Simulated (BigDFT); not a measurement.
O2BH, in a box:

```
O B H
1.0
    12.00000    0.00000    0.00000
     0.00000   10.00000    0.00000
     0.00000    0.00000   11.00000
O B H
2 1 1
Direct
  0.38786 0.54595 0.55828
  0.58551 0.46340 0.52920
  0.48213 0.50680 0.54193
  0.61431 0.45825 0.44790
```

Base run:

```yaml
Program: BigDFT 1.9.6
Functional: PBE
Potentials_or_basis: GTH-PBE (B q3, H q1, O q6)
Grid_spacing: 0.28 bohr
Occupations: fixed
Spin: no spin polarisation
```

Its results: gap between the frontier levels 6.90 eV.

Question: The run is repeated on the same cell with these changes: solvent permittivity from 24.9 to 8.93. What comes out?

Answer: Gap between the frontier levels 6.80 eV.

Caveats: Davidson's empty levels didn't converge: the lowest is mostly good, higher ones can be missed; boundaries are free: the box only frames the coordinates, and the band gap is the HOMO-LUMO gap; the molecule sits in an implicit solvent.

A k mesh can miss the band edges.

Not every run made on this cell is shown here.
